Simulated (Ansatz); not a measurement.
# BAsH4 (SMILES B[AsH2]): one structure at several levels

The task here is to estimate one member of a computed series from the others.

Program: Ansatz 0.2.0, Gaussian basis. Level of theory: single points in def2-TZVPP. These are calculated values, not measurements.

Cores are frozen in the correlated methods. Filled d shells of the heavier atoms are correlated.

## The starting structure

SMILES `B[AsH2]`, 6 atoms, charge 0, spin multiplicity 1.

Atoms are counted from 1 here; the program's logs count them from 0.

Bond lengths: B1–As2 1.970 Å, B1–H3 1.168 Å, B1–H4 1.184 Å, As2–H5 1.474 Å, As2–H6 1.499 Å. Angles: As2–B1–H3 122.2°, As2–B1–H4 122.0°, H3–B1–H4 115.6°, B1–As2–H5 95.1°, B1–As2–H6 93.7°, H5–As2–H6 91.3°.

As a file:

```
B    -0.02390   -0.86870    0.16020
As    0.49710    1.01880    0.37810
H    -0.90000   -1.34610    0.76710
H     0.59020   -1.61390   -0.52570
H     0.74000    1.25460   -1.05670
H    -0.91030    1.52140    0.25630
```

Set-up of the first run:

run/in.yaml reads:

```yaml
crystal:
  periodic: [false, false, false]
  atoms:
    - {symbol: B, position_ang: [-0.023900, -0.868700, 0.160200]}
    - {symbol: As, position_ang: [0.497100, 1.018800, 0.378100]}
    - {symbol: H, position_ang: [-0.900000, -1.346100, 0.767100]}
    - {symbol: H, position_ang: [0.590200, -1.613900, -0.525700]}
    - {symbol: H, position_ang: [0.740000, 1.254600, -1.056700]}
    - {symbol: H, position_ang: [-0.910300, 1.521400, 0.256300]}
basis:
  gaussian: {orbitals: def2-TZVPP}
correlation: {method: ccsd_t}
output: {forces: true}
```

The command line of these runs was not kept.

Steps of the session up to this table: CCSD(T)/def2-TZVPP; PBE0-D4/def2-TZVPP; wB97M-V/def2-TZVPP; r2SCAN-D4/def2-TZVPP; PBE-D4/def2-TZVPP; wB97X-V/def2-TZVPP; LC-wPBE/def2-TZVPP.

One table of the session follows, with a row left open; its other results are not shown here.

| method | RMS force component (eV/Å) | angle to CCSD(T) forces (°) | dipole (D) |
| --- | --- | --- | --- |
| CCSD(T) | 0.335 | reference | 0.36 |
| PBE0-D4 | ? | ? | ? |
| wB97M-V | 0.313 | 8.2 | 0.32 |
| r2SCAN-D4 | 0.332 | 11.7 | 0.37 |
| PBE-D4 | 0.427 | 22.4 | 0.36 |
| wB97X-V | 0.341 | 8.0 | 0.41 |
| LC-wPBE | 0.296 | 18.7 | 0.46 |

**Question.** Estimate the row for PBE0-D4.

The run gave: RMS force component (eV/Å): 0.349; angle to CCSD(T) forces (°): 13.0; dipole (D): 0.36. In the column «RMS force component (eV/Å)» it lies between wB97X-V (0.341) and PBE-D4 (0.427).
